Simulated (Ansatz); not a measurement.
This script drives Ansatz 0.2.0, Python API.

`POSCAR`
```text
EuMg3
1.0
   0.00000000    3.74604960    3.74604960
   3.74604960    0.00000000    3.74604960
   3.74604960    3.74604960    0.00000000
Eu Mg
1 3
Direct
   0.00000000    0.00000000    0.00000000
   0.50000000    0.50000000    0.50000000
   0.25000000    0.25000000    0.25000000
   0.75000000    0.75000000    0.75000000
```

Script `paw_lapw_eumg3.py`:
```python
# -*- coding: utf-8 -*-
'''PAW against all-electron LAPW for EuMg3.'''

from dataclasses import dataclass

import ansatz as az
from ase.io import read
import numpy as np
import pandas as pd


@dataclass(frozen=True)
class Options:
    xc: str = 'LDA'
    kgrid: tuple[int, ...] = (5, 5, 5)
    occupations: str = 'Fermi-Dirac'
    width_ev: float = 0.15


cfg = Options()


def count_gap(report):
    # lowest empty less highest filled band, counting bands; zero where they overlap
    return max(report.get('gap_by_band_count_ev') or 0.0, 0.0)

atoms = read('POSCAR', format='vasp')
crystal = az.Crystal.from_ase(atoms).moments(Eu=7)

job = (
    crystal.calculation()
    .functional(cfg.xc)
    .kpoints(*cfg.kgrid)
    .occupations(cfg.occupations, width=cfg.width_ev)  # the run then minimises F = E - TS
    .spin('collinear')
    .stress()  # positive in compression
    .forces()
    .band_table()  # levels at the mesh points
)
variants = {
    'PAW': job.pseudopotentials('paw'),
    'LAPW': job.pseudopotentials('all_electron', lapw=True),
}
# totals differ by the cores that each treatment holds, so compare what does not depend on them
rows = []
for label, variant in variants.items():
    report = variant.run(threads=1, pin='off').report
    levels = np.array(report['eigenvalues_ev'][0]) - report['fermi_energy_ev']
    print(label, 'levels at the first k-point near E_F:', np.round(levels[np.abs(levels) < 5], 3))
    rows.append((label, report['n_electrons'], np.trace(report['stress_gpa']) / 3, count_gap(report), report['magnetization_mub']))
print(pd.DataFrame(rows, columns=['treatment', 'electrons in bands', 'P GPa', 'gap by band count eV', 'moment muB']).round(4).to_string(index=False))
```

It is started by `python paw_lapw_eumg3.py`. Estimate its wall time and peak memory on 1 thread of Arm Neoverse V1, on a shared host.

It took about 38 s, with a peak of 0.68 GiB, for 2 runs of the engine.

Output of `python paw_lapw_eumg3.py`:
```text
DeckWarning: basis.ecutwfc = 420 eV, auto-derived from the records' recommended cutoffs: set by Eu (normal level)
PAW levels at the first k-point near E_F: [-0.703 -0.619 -0.619 -0.619 -0.546 -0.546 -0.546 -0.414 -0.414 -0.414
  1.251  1.251  2.194  2.194  2.194  2.234  4.005]
LAPW levels at the first k-point near E_F: [-0.706 -0.622 -0.622 -0.622 -0.55  -0.55  -0.55  -0.411 -0.411 -0.411
  1.257  1.257  2.193  2.193  2.193  2.231  4.008]
treatment  electrons in bands   P GPa  gap by band count eV  moment muB
      PAW                47.0 -2.4125                   0.0      7.0702
     LAPW                57.0 -2.3561                   0.0      7.0764
```
(Warnings from the package without file and line.)

PAW gives -2.413 GPa and LAPW -2.356 GPa, 0.06 GPa apart. They took 7.4 and 29.1 s of processor time.

Open f shells: without a Hubbard U, without spin-orbit coupling; the state reached hangs on the start and needn't be the lowest. The computed bands are complete only to about 3.7 eV above the Fermi level. The mesh is modest for a metal, so energies can be off by several to tens of meV an atom and pressures by half a GPa or more; differences at equal mesh fare better. A Fermi-Dirac width this large means warm electrons, whose thermal share enters the free energy. A gap by band count of zero or less means overlapping bands, a metal. The structure comes from a database of computed cells and needn't be a stable or known phase. Levels are Kohn-Sham eigenvalues on this mesh, without spin-orbit coupling. Pressure is positive in compression; the treatments may keep other shells as core, so totals and counts of electrons can differ.
